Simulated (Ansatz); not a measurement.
# CH₈BFSi₂: basis-set convergence

An exercise on one series of results from a longer session: the logs are not shown, and one member is left open.

The runs use Ansatz 0.2.0, Gaussian basis; one geometry, several basis sets.

The runs, in order: PBE0-D4/def2-SVP; ωB97M-V/def2-SVP; PBE0-D4/def2-QZVPP; ωB97M-V/def2-QZVPP; the functionals' def2-TZVPP values are taken from earlier runs.

### Structure used throughout

All runs share one geometry, relaxed beforehand with PBE0-D4 in a triple-zeta def2 set.

SMILES `BC([SiH3])[SiH2]F`, 13 atoms, charge 0, spin multiplicity 1.

Atoms are counted from 1 here; the program's logs count them from 0.

Bond lengths: B1–C2 1.536 Å, B1–H6 1.196 Å, B1–H7 1.199 Å, C2–Si3 1.892 Å, C2–Si4 1.861 Å, C2–H8 1.095 Å, Si3–H9 1.483 Å, Si3–H10 1.490 Å, Si3–H11 1.484 Å, Si4–F5 1.603 Å, Si4–H12 1.482 Å, Si4–H13 1.483 Å. Angles: C2–B1–H6 121.7°, C2–B1–H7 119.6°, H6–B1–H7 118.8°, B1–C2–Si3 109.6°, B1–C2–Si4 110.0°, B1–C2–H8 114.5°, Si3–C2–Si4 103.9°, Si3–C2–H8 107.9°, Si4–C2–H8 110.4°, C2–Si3–H9 110.6°, C2–Si3–H10 109.8°, C2–Si3–H11 109.5°, H9–Si3–H10 108.6°, H9–Si3–H11 109.7°, H10–Si3–H11 108.6°, C2–Si4–F5 110.5°, C2–Si4–H12 110.4°, C2–Si4–H13 110.0° and more.

The first run:

The input, in.yaml:

```yaml
crystal:
  periodic: [false, false, false]
  atoms:
    - {symbol: B, position_ang: [-1.511716, 0.655749, -0.453166]}
    - {symbol: C, position_ang: [-0.168706, -0.072692, -0.610032]}
    - {symbol: Si, position_ang: [-0.087300, -1.523642, 0.600874]}
    - {symbol: Si, position_ang: [1.223953, 1.036816, -0.070053]}
    - {symbol: F, position_ang: [1.072670, 2.489529, -0.729993]}
    - {symbol: H, position_ang: [-2.299734, 0.719624, -1.350630]}
    - {symbol: H, position_ang: [-1.785096, 1.174081, 0.593383]}
    - {symbol: H, position_ang: [0.022261, -0.462556, -1.614891]}
    - {symbol: H, position_ang: [-0.769959, -1.181050, 1.872601]}
    - {symbol: H, position_ang: [1.335607, -1.852784, 0.898196]}
    - {symbol: H, position_ang: [-0.730374, -2.714882, -0.007642]}
    - {symbol: H, position_ang: [2.526151, 0.487836, -0.516496]}
    - {symbol: H, position_ang: [1.192742, 1.209271, 1.402751]}
basis:
  gaussian: {orbitals: def2-SVP}
hamiltonian: {xc: pbe0, dispersion: d4}
output: {orbitals: {seedname: orbitals}}
```

Among the steps run: PBE0-D4 in def2-SVP; ωB97M-V in def2-SVP; PBE0-D4 in def2-QZVPP; ωB97M-V in def2-QZVPP.

One of the session's tables, all rows but one given; the rest of the session is left out.

It belongs to the step «Functionals by basis». 

| functional | basis | HOMO (eV) |
| --- | --- | --- |
| PBE0-D4 | def2-SVP | ? |
| PBE0-D4 | def2-TZVPP | -8.79 |
| PBE0-D4 | def2-QZVPP | -8.79 |
| ωB97M-V | def2-SVP | -10.96 |
| ωB97M-V | def2-TZVPP | -11.02 |
| ωB97M-V | def2-QZVPP | -11.02 |

**Question.** Estimate the row for PBE0-D4, def2-SVP.

The run gave: HOMO (eV): -8.77. In the column «HOMO (eV)» it is the highest.
